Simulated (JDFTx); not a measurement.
# In (P6_3/mmc) in JDFTx: equation of state, part 2 of 2

JDFTx 1.7.0 (patched build). The steps go on from the part before.

## (3) Equation of state, PBEsol, 25.48 Å³/atom (volume scaled by 0.96)

The input, In.in:

```
lattice \
    6.2179645484    -3.1089822742     0.0000000000 \
    0.0000000000     5.3849152588     0.0000000000 \
    0.0000000000     0.0000000000    10.2700679535
coords-type Lattice
ion In     0.6666666667     0.3333333333     0.7500000000 1
ion In     0.3333333333     0.6666666667     0.2500000000 1

ion-species pseudo/In.upf
elec-cutoff 35 280
elec-ex-corr gga-PBEsol
kpoint-folding 9 9 5
elec-smearing Fermi 0.0018374661
elec-n-bands 19
electronic-SCF nIterations 100 energyDiffThreshold 1e-09
electronic-minimize nIterations 30 energyDiffThreshold 1e-7
forces-output-coords Cartesian

dump-name run.$VAR
dump End Ecomponents EigStats BandEigs Kpoints Forces Stress
```

Potentials or basis: PseudoDojo-SR-PBEsol-0.4.1-standard with smoothed tails.

The run is started by

```console
jdftx -c 1 -i In.in -o In.out
```

What it wrote:

```text
*************** JDFTx 1.7.0 (patched build) ***************

Input parsed successfully to the following command list (including defaults):
[... the input with its defaults ...]

---------- Setting up symmetries ----------

Found 24 point-group symmetries of the bravais lattice
Found 24 space-group symmetries with basis
Applied RMS atom displacement 3.58994e-10 bohrs to make symmetries exact.

---------- Initializing the Grid ----------
R =
[      6.21796     -3.10898            0  ]
[            0      5.38492            0  ]
[            0            0      10.2701  ]
unit cell volume = 343.875
G =
[    1.01049   0.583406         -0  ]
[          0    1.16681          0  ]
[          0         -0   0.611796  ]
Minimum fftbox size, Smin = [  48  48  80  ]
Chosen fftbox size, S = [  48  48  80  ]

---------- Initializing tighter grid for wavefunction operations ----------
R =
[      6.21796     -3.10898            0  ]
[            0      5.38492            0  ]
[            0            0      10.2701  ]
unit cell volume = 343.875
G =
[    1.01049   0.583406         -0  ]
[          0    1.16681          0  ]
[          0         -0   0.611796  ]
Minimum fftbox size, Smin = [  36  36  56  ]
Chosen fftbox size, S = [  36  36  56  ]

---------- Exchange Correlation functional ----------
Initalized PBEsol GGA exchange.
Initalized PBEsol GGA correlation.

---------- Setting up pseudopotentials ----------
Width of ionic core gaussian charges (only for fluid interactions / plotting) set to 0

Reading pseudopotential file 'pseudo/In.upf':
  'In' pseudopotential, 'PBESOL' functional
  Generated using ONCVPSP code by D. R. Hamann
  13 valence electrons, 3 orbitals, 6 projectors, 1001 radial grid points, with lMax = 2
    4D    l: 2   occupation: 10.0   eigenvalue: -0.683211
    5S    l: 0   occupation:  2.0   eigenvalue: -0.303394
    5P    l: 1   occupation:  1.0   eigenvalue: -0.092565
  Core radius for overlap checks: 2.17 bohrs.

[... 31 lines left out ...]
LCAOMinimize: Converged (|Delta F|<1.000000e-06 for 2 iters).

-------- Electronic minimization -----------
Will mix electronic density at each iteration.
	FillingsUpdate:  mu: +0.415447626  nElectrons: 26.000000
	FillingsUpdate:  mu: +0.399085556  nElectrons: 26.000000
SCF: Cycle:  0   F: -113.310136572146220   dF: -3.732e-02   |Residual|: 2.230e-02   |deigs|: 1.173e-01
	FillingsUpdate:  mu: +0.398124912  nElectrons: 26.000000
SCF: Cycle:  1   F: -113.310879605868877   dF: -7.430e-04   |Residual|: 1.030e-02   |deigs|: 5.545e-03
	FillingsUpdate:  mu: +0.397490470  nElectrons: 26.000000
SCF: Cycle:  2   F: -113.311013247932408   dF: -1.336e-04   |Residual|: 4.926e-03   |deigs|: 3.260e-03
	FillingsUpdate:  mu: +0.397390450  nElectrons: 26.000000
SCF: Cycle:  3   F: -113.311016950766344   dF: -3.703e-06   |Residual|: 3.400e-03   |deigs|: 8.916e-04
	FillingsUpdate:  mu: +0.397334567  nElectrons: 26.000000
SCF: Cycle:  4   F: -113.311026211027652   dF: -9.260e-06   |Residual|: 7.726e-04   |deigs|: 6.814e-04
	FillingsUpdate:  mu: +0.397327655  nElectrons: 26.000000
SCF: Cycle:  5   F: -113.311028047031215   dF: -1.836e-06   |Residual|: 2.327e-04   |deigs|: 8.247e-05
	FillingsUpdate:  mu: +0.397322029  nElectrons: 26.000000
SCF: Cycle:  6   F: -113.311029468144440   dF: -1.421e-06   |Residual|: 2.478e-04   |deigs|: 7.493e-05
	FillingsUpdate:  mu: +0.397322402  nElectrons: 26.000000
SCF: Cycle:  7   F: -113.311029906216262   dF: -4.381e-07   |Residual|: 2.501e-04   |deigs|: 2.022e-05
[... 7 lines left out ...]
SCF: Cycle: 11   F: -113.311030407893128   dF: -3.627e-08   |Residual|: 1.825e-06   |deigs|: 3.119e-05
	FillingsUpdate:  mu: +0.397325721  nElectrons: 26.000000
SCF: Cycle: 12   F: -113.311030422007263   dF: -1.411e-08   |Residual|: 1.546e-05   |deigs|: 2.906e-05
	FillingsUpdate:  mu: +0.397325775  nElectrons: 26.000000
SCF: Cycle: 13   F: -113.311030430691460   dF: -8.684e-09   |Residual|: 9.505e-06   |deigs|: 2.954e-05
	FillingsUpdate:  mu: +0.397325877  nElectrons: 26.000000
SCF: Cycle: 14   F: -113.311030435048593   dF: -4.357e-09   |Residual|: 1.668e-06   |deigs|: 3.326e-05
	FillingsUpdate:  mu: +0.397325835  nElectrons: 26.000000
SCF: Cycle: 15   F: -113.311030437181969   dF: -2.133e-09   |Residual|: 1.084e-06   |deigs|: 3.127e-05
	FillingsUpdate:  mu: +0.397325832  nElectrons: 26.000000
SCF: Cycle: 16   F: -113.311030438512560   dF: -1.331e-09   |Residual|: 2.410e-07   |deigs|: 2.732e-05
	FillingsUpdate:  mu: +0.397325830  nElectrons: 26.000000
SCF: Cycle: 17   F: -113.311030439111391   dF: -5.988e-10   |Residual|: 4.748e-07   |deigs|: 2.220e-05
	FillingsUpdate:  mu: +0.397325830  nElectrons: 26.000000
SCF: Cycle: 18   F: -113.311030439492470   dF: -3.811e-10   |Residual|: 2.322e-07   |deigs|: 1.762e-05
SCF: Converged (|Delta E|<1.000000e-09 for 2 iters).

Setting wave functions to eigenvectors of Hamiltonian

# Stress tensor in Cartesian coordinates [Eh/a0^3]:
[ -1.85821e-05            0            0  ]
[            0 -1.85821e-05            0  ]
[            0            0  6.23735e-06  ]

# Ionic positions in lattice coordinates:
ion In   0.666666666666667   0.333333333333333   0.750000000000000 1
ion In   0.333333333333333   0.666666666666667   0.250000000000000 1

# Forces in Cartesian coordinates:
force In  -0.000000000000000   0.000000000000000  -0.000000000000000 1
force In   0.000000000000000   0.000000000000000  -0.000000000000000 1

# Energy components:
   Eewald =      -87.7768293003517073
       EH =       26.9903650267180737
     Eloc =      -86.2493433023142444
      Enl =      -29.3885004038517437
      Exc =      -39.6542409164867564
 Exc_core =       19.2832930905443227
       KE =       83.4846600265436081
-------------------------------------
     Etot =     -113.3105957791984082
       TS =        0.0004346602940652
-------------------------------------
        F =     -113.3110304394924697

IonicMinimize: Iter:   0  F: -113.311030439492470  |grad|_K:       -nan
IonicMinimize: None of the convergence criteria satisfied after 0 iterations.

#--- Lowdin population analysis ---
# oxidation-state In +0.015 +0.015

Dumping 'run.eigStats' ...
	eMin: -0.149478 at state 12 ( [ +0.000000 +0.444444 +0.000000 ] spin 0 )
	HOMO: +0.396069 at state 31 ( [ +0.222222 +0.333333 +0.200000 ] spin 0 )
	mu  : +0.397326
	LUMO: +0.400219 at state 13 ( [ +0.000000 +0.444444 +0.200000 ] spin 0 )
	eMax: +0.814478 at state 2 ( [ +0.000000 +0.000000 +0.400000 ] spin 0 )
	HOMO-LUMO gap: +0.004149
	Optical gap  : +0.026981 at state 27 ( [ +0.222222 +0.222222 +0.000000 ] spin 0 )
Done!
[note: the HOMO, LUMO and gaps printed at the end count levels as full or empty at half filling, so they show a gap where a level is partly filled]
```

It took 47 s on 1 thread of AMD EPYC 9R45 (Zen 5), shared host; peak memory 0.17 GiB.

Results:

```yaml
Free_energy: -3083.3502 eV
Pressure: 0.3 GPa
Band_gap_on_the_k_mesh: none (metal or under the smearing width)
```

## (4) Equation of state, PBEsol, 26.01 Å³/atom (volume scaled by 0.98)

Changes to In.in since step 3:

```diff
@@ -1,5 +1,5 @@
 lattice \
-    6.2179645484    -3.1089822742     0.0000000000 \
-    0.0000000000     5.3849152588     0.0000000000 \
-    0.0000000000     0.0000000000    10.2700679535
+    6.2608484178    -3.1304242089     0.0000000000 \
+    0.0000000000     5.4220537791     0.0000000000 \
+    0.0000000000     0.0000000000    10.3408982467
 coords-type Lattice
```

The run is started by

```console
jdftx -c 1 -i In.in -o In.out
```

Run time: 47 s. Hardware: 1 thread of AMD EPYC 9R45 (Zen 5), shared host; peak memory 0.17 GiB.

Results (log left out):

```yaml
Free_energy: -3083.3493 eV
Pressure: -0.6 GPa
Band_gap_on_the_k_mesh: none (metal or under the smearing width)
```

## (5) Equation of state, PBEsol, 26.54 Å³/atom

Changes to In.in since step 4:

```diff
@@ -1,5 +1,5 @@
 lattice \
-    6.2608484178    -3.1304242089     0.0000000000 \
-    0.0000000000     5.4220537791     0.0000000000 \
-    0.0000000000     0.0000000000    10.3408982467
+    6.3031527308    -3.1515763654     0.0000000000 \
+    0.0000000000     5.4586903889     0.0000000000 \
+    0.0000000000     0.0000000000    10.4107713002
 coords-type Lattice
```

The run is started by

```console
jdftx -c 1 -i In.in -o In.out
```

Run time: 45 s. Hardware: 1 thread of AMD EPYC 9R45 (Zen 5), shared host; peak memory 0.18 GiB.

Results (log left out):

- Free energy: -3083.3428 eV
- Pressure: -1.4 GPa
- Band gap on the k mesh: none (metal or under the smearing width)

## (6) Equation of state, PBEsol, 27.07 Å³/atom (volume scaled by 1.02)

Changes to In.in since step 5:

```diff
@@ -1,5 +1,5 @@
 lattice \
-    6.3031527308    -3.1515763654     0.0000000000 \
-    0.0000000000     5.4586903889     0.0000000000 \
-    0.0000000000     0.0000000000    10.4107713002
+    6.3448966808    -3.1724483404     0.0000000000 \
+    0.0000000000     5.4948417099     0.0000000000 \
+    0.0000000000     0.0000000000    10.4797188149
 coords-type Lattice
```

Potentials or basis: PseudoDojo-SR-PBEsol-0.4.1-standard with smoothed tails.

The run is started by

```console
jdftx -c 1 -i In.in -o In.out
```

Wall time 43 s (1 thread of AMD EPYC 9R45 (Zen 5), shared host); peak memory 0.18 GiB.

It converged, with:

```yaml
Free_energy: -3083.3316 eV
Pressure: -2.0 GPa
Band_gap_on_the_k_mesh: none (metal or under the smearing width)
```

## (7) Equation of state, PBEsol, 27.60 Å³/atom (volume scaled by 1.04)

Changes to In.in since step 6:

```diff
@@ -1,5 +1,5 @@
 lattice \
-    6.3448966808    -3.1724483404     0.0000000000 \
-    0.0000000000     5.4948417099     0.0000000000 \
-    0.0000000000     0.0000000000    10.4797188149
+    6.3860984630    -3.1930492315     0.0000000000 \
+    0.0000000000     5.5305235001     0.0000000000 \
+    0.0000000000     0.0000000000    10.5477708439
 coords-type Lattice
```

The run is started by

```console
jdftx -c 1 -i In.in -o In.out
```

Wall time 45 s (1 thread of AMD EPYC 9R45 (Zen 5), shared host); peak memory 0.18 GiB.

Results (log left out):

* Free energy: -3083.3166 eV
* Pressure: -2.5 GPa
* Band gap on the k mesh: none (metal or under the smearing width)

## (8) Equation of state, PBEsol, 28.13 Å³/atom (volume scaled by 1.06)

Changes to In.in since step 7:

```diff
@@ -1,5 +1,5 @@
 lattice \
-    6.3860984630    -3.1930492315     0.0000000000 \
-    0.0000000000     5.5305235001     0.0000000000 \
-    0.0000000000     0.0000000000    10.5477708439
+    6.4267753460    -3.2133876731     0.0000000000 \
+    0.0000000000     5.5657507142     0.0000000000 \
+    0.0000000000     0.0000000000    10.6149559090
 coords-type Lattice
```

The run is started by

```console
jdftx -c 1 -i In.in -o In.out
```

Run time: 46 s. Hardware: 1 thread of AMD EPYC 9R45 (Zen 5), shared host; peak memory 0.19 GiB.

It converged, with:

```
Free energy            : -3083.2981 eV
Pressure               : -3.0 GPa
Band gap on the k mesh : none (metal or under the smearing width)
```

## (9) Equation of state, PBEsol

Potentials or basis: PseudoDojo-SR-PBEsol-0.4.1-standard with smoothed tails.

No new run: the results of the series are fitted here.

Results:

| Item | Value |
| --- | --- |
| Equilibrium volume | 25.65 Å³/atom |
| Bulk modulus at fixed shape and positions | 44 GPa |
| Pressure derivative of the bulk modulus | 6.5 |

Energy against volume, from the lowest point:
```csv
volume (Å³/atom),energy (meV/atom)
24.948,2.69
25.478,0.00
26.009,0.48
26.540,3.71
27.071,9.28
27.602,16.82
28.133,26.04
```

Caveat: the cell was scaled at fixed shape and fractional positions, which overstates the stiffness of a crystal with free parameters, most of all of layers and chains.
